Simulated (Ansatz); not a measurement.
# H₈OSSi₃: small, medium and large basis sets

An exercise on one series of results from a longer session: the logs are not shown, and one member is left open.

Program: Ansatz 0.2.0, Gaussian basis. Level of theory: one geometry, several basis sets. These are calculated values, not measurements.

The runs, in order: PBE0-D4/def2-SVP; ωB97M-V/def2-SVP; PBE0-D4/def2-QZVPP; ωB97M-V/def2-QZVPP; the functionals' def2-TZVPP values are taken from earlier runs.

## The relaxed structure

All runs share one geometry, relaxed beforehand with PBE0-D4 in a triple-zeta def2 set.

SMILES `O[SiH](S)[SiH2][SiH3]`, 13 atoms, charge 0, spin multiplicity 1.

Atoms are counted from 1 here; the program's logs count them from 0.

Bond lengths: O1–Si2 1.646 Å, O1–H6 0.959 Å, Si2–S3 2.149 Å, Si2–Si4 2.333 Å, Si2–H7 1.489 Å, S3–H8 1.343 Å, Si4–Si5 2.339 Å, Si4–H9 1.490 Å, Si4–H10 1.490 Å, Si5–H11 1.488 Å, Si5–H12 1.486 Å, Si5–H13 1.488 Å. Angles: Si2–O1–H6 117.6°, O1–Si2–S3 113.0°, O1–Si2–Si4 107.9°, O1–Si2–H7 111.0°, S3–Si2–Si4 107.4°, S3–Si2–H7 105.2°, Si4–Si2–H7 112.2°, Si2–S3–H8 94.6°, Si2–Si4–Si5 108.3°, Si2–Si4–H9 109.2°, Si2–Si4–H10 110.2°, Si5–Si4–H9 110.0°, Si5–Si4–H10 110.5°, H9–Si4–H10 108.7°, Si4–Si5–H11 110.8°, Si4–Si5–H12 109.9°, Si4–Si5–H13 109.7°, H11–Si5–H12 109.0° and more.

The first run:

Input file in.yaml:

```yaml
crystal:
  periodic: [false, false, false]
  atoms:
    - {symbol: O, position_ang: [-2.340825, -0.375864, 1.594472]}
    - {symbol: Si, position_ang: [-1.211847, 0.351257, 0.641781]}
    - {symbol: S, position_ang: [-1.948925, 0.831251, -1.318860]}
    - {symbol: Si, position_ang: [0.566904, -1.134026, 0.374852]}
    - {symbol: Si, position_ang: [2.212008, -0.083866, -0.914522]}
    - {symbol: H, position_ang: [-3.208961, 0.029557, 1.644351]}
    - {symbol: H, position_ang: [-0.777560, 1.650993, 1.225238]}
    - {symbol: H, position_ang: [-2.180516, 2.122587, -1.033546]}
    - {symbol: H, position_ang: [0.082835, -2.360017, -0.318913]}
    - {symbol: H, position_ang: [1.115113, -1.522964, 1.704069]}
    - {symbol: H, position_ang: [3.453458, -0.902965, -0.957513]}
    - {symbol: H, position_ang: [1.717211, 0.116915, -2.301222]}
    - {symbol: H, position_ang: [2.541607, 1.242338, -0.325387]}
basis:
  gaussian: {orbitals: def2-SVP}
hamiltonian: {xc: pbe0, dispersion: d4}
output: {orbitals: {seedname: orbitals}}
```

Steps of the session up to this table: PBE0-D4 in def2-SVP; ωB97M-V in def2-SVP; PBE0-D4 in def2-QZVPP; ωB97M-V in def2-QZVPP.

One of the session's tables, all rows but one given; the rest of the session is left out.

It belongs to the step «Functionals by basis». 

| functional | basis | HOMO (eV) |
| --- | --- | --- |
| PBE0-D4 | def2-SVP | -7.53 |
| PBE0-D4 | def2-TZVPP | -7.63 |
| PBE0-D4 | def2-QZVPP | ? |
| ωB97M-V | def2-SVP | -9.64 |
| ωB97M-V | def2-TZVPP | -9.77 |
| ωB97M-V | def2-QZVPP | -9.80 |

Q: Estimate the row for PBE0-D4, def2-QZVPP from the others.

The run gave: HOMO (eV): -7.66. In the column «HOMO (eV)» it lies between ωB97M-V, def2-SVP (-9.64) and PBE0-D4, def2-TZVPP (-7.63).
